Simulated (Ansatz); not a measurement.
# SiGeH2 (singlet): from Hartree-Fock to the top rungs, cc-pVDZ

An exercise on one series of results from a longer session: the logs are not shown, and one member is left open.

Method: cc-pVDZ, core rule «outside noble gas», up to 19 orbitals frozen; program: Ansatz 0.2.0, Gaussian basis.

Plan: UHF; CCSD(T) on RHF; CCSD(T) on UHF; BCCD(T) on RHF; CISD; CCSDT(Q) on RHF; CCSDT(Q) on UHF; CCSDTQ on RHF; CASSCF and MRCISD+Q, 10 electrons in 10 orbitals; CASSCF and MRCISD+Q(relaxed), 10 electrons in 10 orbitals; CASSCF and NEVPT2, 10 electrons in 10 orbitals.

4 further runs of the same task are left out: 4 set aside as unsound or not needed.

### What is computed

The geometry is a PBE0/def2-TZVP stationary point (not a proven minimum). No spin-orbit coupling is included. The filled d shell of Ge may be among the frozen orbitals whatever the setting's name suggests; the logs give the count.

4 atoms, charge 0, spin multiplicity 1.

Atoms are counted from 1 here; the program's logs count them from 0.

Bond lengths: Si1–Ge2 2.167 Å, Si1–H3 1.493 Å, Si1–H4 1.620 Å, Ge2–H4 1.851 Å. Angles: Ge2–Si1–H3 163.0°, Ge2–Si1–H4 56.3°, H3–Si1–H4 106.7°, Si1–Ge2–H4 46.8°, Si1–H4–Ge2 76.9°.

The first run:

File in.yaml:

```yaml
crystal:
  periodic: [false, false, false]
  atoms:
    - {symbol: Si, position_ang: [0.000000, 0.074574, 1.524925]}
    - {symbol: Ge, position_ang: [0.000000, -0.006445, -0.640181]}
    - {symbol: H, position_ang: [0.000000, -0.307349, 2.968212]}
    - {symbol: H, position_ang: [0.000000, -1.306134, 0.677331]}
basis:
  gaussian: {orbitals: cc-pVDZ}
magnetization: {spin_polarized: true, initial_magnetization: 0}
hamiltonian: {xc: hf}
output: {orbitals: {seedname: orbitals}}
```

Launch:

```bash
> ansatz run in.yaml --threads 1 --pin off --events-out ev --progress --plain --max-ram 4096MiB --backend cpu
```

Among the steps run: UHF; CCSD(T) on RHF; CCSD(T) on UHF; BCCD(T) on RHF; CISD; CCSDT(Q) on RHF; CCSDT(Q) on UHF; CCSDTQ on RHF; CASSCF and MRCISD+Q, 10 electrons in 10 orbitals; CASSCF and MRCISD+Q(relaxed), 10 electrons in 10 orbitals; CASSCF and NEVPT2, 10 electrons in 10 orbitals.

One of the session's tables, all rows but one given; the rest of the session is left out.

It belongs to the step «Misses and costs». 

| method | from RCCSDTQ (kJ/mol) |
| --- | --- |
| RHF | +602.2 |
| UHF | +593.4 |
| RMP2 | +115.7 |
| CISD | +87.8 |
| RCCSD | +34.7 |
| RCCSD(T) | +5.7 |
| BCCD(T) | +5.7 |
| RCCSDT | +2.5 |
| RCCSDT(Q) | 0.0 |
| RCCSDTQ | 0 |
| CASSCF valence | ? |
| NEVPT2 valence | +83.1 |
| MRCISD valence | +24.4 |
| MRCISD+Q valence | +0.2 |
| MRCISD+Q(relaxed) valence | -2.3 |

Estimate the missing values for CASSCF valence.

The run gave: from RCCSDTQ (kJ/mol): +340.0. In the column «from RCCSDTQ (kJ/mol)» it lies between RMP2 (+115.7) and UHF (+593.4).
